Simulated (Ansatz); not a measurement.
SrVO3, space group Pm-3m, a test of the smearing width

With the Ansatz DFT code, driven from Python.

Interactive session:
```pycon
>>> import warnings
>>> import ansatz as az
>>> from tabulate import tabulate
>>> warnings.simplefilter("ignore", az.DeckWarning)
>>> structure = (
...     az.Lattice.of((3.8409, 0.0, 0.0), (0.0, 3.8409, 0.0), (0.0, 0.0, 3.8409))
...     .atom("Sr", (0.5, 0.5, 0.5))
...     .atom("V", (0.0, 0.0, 0.0))
...     .atom("O", (0.5, 0.0, 0.0))
...     .atom("O", (0.0, 0.5, 0.0))
...     .atom("O", (0.0, 0.0, 0.5))
...     .moments(V=1.5)
... )
>>> [site.symbol for site in structure.resolved().sites]
['Sr', 'V', 'O', 'O', 'O']
>>> base = structure.calculation()
>>> base = base.functional("pbe").pseudopotentials("paw")
>>> base = base.basis(17 * az.Ha).kpoints(spacing=0.32)
>>> base = base.spin(az.SpinTreatment.COLLINEAR).forces()
>>> base = base.stress()
>>> rows = []
>>> for value in [0.5, 0.3, 0.2, 0.1]:
...     summary = base.occupations("fermi_dirac", width=value).run(threads=1, pin="off").report
...     rows.append((value, summary["free_energy_ev"] / len(summary["lattice"]["sites"]), summary["n_iterations"], sum(summary["stress_gpa"][i][i] for i in range(3)) / 3, max(abs(f) for row in summary["forces_ev_ang"] for f in row), summary["magnetization_mub"], summary["n_kpoints"]))
...
RunWarning: the starting moments were not kept: the SCF closed with an absolute magnetisation of 1.3e-6 μB, where they sum to 1.5 μB in size (1 site). That is at most 0.1 of that sum. Measured as dr2_m measures the in/out step, that magnetisation stands [...]
>>> print(tabulate(rows, headers=["width (eV)", "F/atom (eV)", "iterations", "P (GPa)", "max component (eV/A)", "moment (muB)", "k-points"], floatfmt=".4f", tablefmt="grid"))
+--------------+---------------+--------------+-----------+------------------------+----------------+------------+
|   width (eV) |   F/atom (eV) |   iterations |   P (GPa) |   max component (eV/A) |   moment (muB) |   k-points |
+==============+===============+==============+===========+========================+================+============+
|       0.5000 |    -1633.1858 |           12 |    5.0715 |                 0.0000 |         0.0000 |         20 |
+--------------+---------------+--------------+-----------+------------------------+----------------+------------+
|       0.3000 |    -1633.1023 |           13 |    3.5377 |                 0.0000 |         0.0000 |         20 |
+--------------+---------------+--------------+-----------+------------------------+----------------+------------+
|       0.2000 |    -1633.0742 |           14 |    2.9509 |                 0.0000 |         0.0000 |         20 |
+--------------+---------------+--------------+-----------+------------------------+----------------+------------+
|       0.1000 |    -1633.0568 |           16 |    2.5927 |                 0.0000 |        -0.0001 |         20 |
+--------------+---------------+--------------+-----------+------------------------+----------------+------------+
>>> for row in rows[:-1]:
...     shift = 1000 * (row[1] - rows[-1][1])
...     print(f"{row[0]}: {shift:+.2f} meV/atom" + ("  (within 1 meV)" if abs(shift) < 1 else ""))
...
0.5: -129.03 meV/atom
0.3: -45.55 meV/atom
0.2: -17.45 meV/atom
```

Going from 0.1 to 0.5 eV changes F by -129.0 meV an atom. With this scheme F falls roughly as the square of the width; the report's estimate for zero width (energy_sigma0_ev) moves by only -8.8 meV. The pressure moves from 2.59 to 5.07 GPa.

The SCF didn't keep the moments it started from (some shrank, vanished or turned); what is printed is the state reached. For a metal this k-point mesh is coarse: on a finer one energies can move by several to tens of meV an atom and pressures by half a GPa or more, differences at one mesh by less. The overall sign of a collinear moment is arbitrary, and semilocal functionals can give small moments to compounds that are paramagnetic. The smearing is wide enough that free energy and stress hold a thermal part of the electrons. Forces vanish by symmetry here and test nothing. With one magnetic atom the cell can hold only ferromagnetic order. The narrowest width needs the finest mesh, so the last row is no converged reference. Pressure is positive in compression. Without a Hubbard U or exact exchange, semilocal functionals often make such 3d compounds metallic or too weakly gapped. The starting cell is as deposited in a crystallographic database; the results hold for this polymorph, which needn't be the stable one. Warnings are shown shortened and without file and line. The script silences the warnings on its input, which a real study should read. Hardware and time: 32 s on 1 thread of Arm Neoverse V1, on a shared host, peak memory 0.44 GiB.
